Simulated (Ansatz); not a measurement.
**Ga2BAs3: the band gap up the ladder of functionals**

One table from this session's results is given with a row withheld; the runs are named, their logs left out.

The runs shown are made with Ansatz 0.2.0. PAW datasets, plane waves. Simulation only: spin-unpolarised, and no claim that this is the phase found in nature.

### The structure to begin with

The cell was relaxed beforehand with r2SCAN.

The symmetry is Imm2 (No. 44, orthorhombic); conventional cell a = 3.773 Å, b = 11.367 Å, c = 5.431 Å, 19.41 Å³ an atom. B has 4 As at 2.08–2.21 Å; As has 2 B at 2.21 Å and 2 Ga at 2.45 Å; Ga has 4 As at 2.41–2.45 Å; As has 1 B at 2.08 Å and 3 Ga at 2.41–2.45 Å.

The structure in full:

```xyz
6
Lattice="-1.8864 5.6836 2.7153 1.8864 -5.6836 2.7153 1.8864 5.6836 -2.7153" Properties=species:S:1:pos:R:3 pbc="T T T"
B     0.0000    0.0000    0.0365
As    0.0000    5.6836    1.6033
Ga    0.0000    7.5320   -0.0004
As    0.0000    1.7143    1.2170
Ga    0.0000    3.8352   -0.0004
As    1.8864    3.9693   -1.4983
```

The first run:

input.yaml

```yaml
crystal:
  lattice:
    - [-1.8864242196, 5.6835802481, 2.7152851594]
    - [1.8864242196, -5.6835802481, 2.7152851594]
    - [1.8864242196, 5.6835802481, -2.7152851594]
  atoms:
    - { symbol: B, position: [0.0067199799, 0.0067199799, 0.0] }
    - { symbol: As, position: [0.7952418571, 0.2952418571, 0.5] }
    - { symbol: Ga, position: [0.6625314165, -7.8815e-05, 0.6626102315] }
    - { symbol: As, position: [0.3749120847, 0.2240978965, 0.1508141882] }
    - { symbol: Ga, position: [0.3373109535, -7.8815e-05, 0.3373897685] }
    - { symbol: As, position: [0.0732837083, 0.2240978965, 0.8491858118] }
kpoints:
  mp_grid: { grid: [8, 8, 8] }
  band_path:
    path:
      - [[0.0, 0.0, 0.0], [0.5, -0.5, 0.5], [0.2775406853443, -0.2775406853443, 0.7224593146557]]
      - [[-0.2775406853443, 0.2775406853443, 0.2775406853443], [0.0, 0.0, 0.0], [0.3070593615555, 0.3070593615555, -0.3070593615555]]
      - [[0.6929406384445, -0.3070593615555, 0.3070593615555], [0.5, -0.5, 0.5]]
      - [[0.0, 0.0, 0.0], [5.167489329883e-17, 0.5, 1.900409962258e-17], [0.25, 0.25, 0.25], [0.5, -3.164300830212e-17, -3.696488158583e-18], [0.0, 0.0, 0.0], [-7.25610858238e-18, 3.501168419801e-17, 0.5], [0.25, 0.25, 0.25]]
    npoints: 10
hamiltonian:
  xc: pbe
scf:
  occupations: { method: fermi_dirac, width: 0.02 }
  n_extra_bands: 5
output:
  forces: true
  stress: true
  eigenvalues: true
  write_density: true
  write_potential: true
  elf: true
  volumetric_format: npy
```

Launch:

```sh
$ ansatz run input.yaml --threads 4 --pin off --max-ram 6451MiB --backend cpu --events-out ev --progress --plain --runs-dir out
```

Steps of the session up to this table: PBE bands along the symmetry lines; r2SCAN at the same geometry; Single point with HSE06; PBE+SOC at the same geometry; Single point with PBE0.

One of the session's tables, all rows but one given; the rest of the session is left out.

```
  level  gap (eV)
    PBE      0.55
 r2SCAN      0.79
  HSE06      1.21
PBE+SOC         ?
   PBE0      1.84
```

**Question.** Estimate the row for PBE+SOC.

The run gave: gap (eV): 0.51. In the column «gap (eV)» it is the lowest.

Meshes: PBE 8×8×8, r2SCAN 8×8×8, HSE06 6×6×6, PBE+SOC 8×8×8, PBE0 6×6×6

PBE reaches 46 % of the HSE06 value, and r2SCAN 65 %. PBE0 lies 0.64 eV above HSE06, which differs from it by screening the long-range exchange.

Caveats from the session: Warnings in the runs' records: stress scf threshold loose, stress exchange threshold loose.
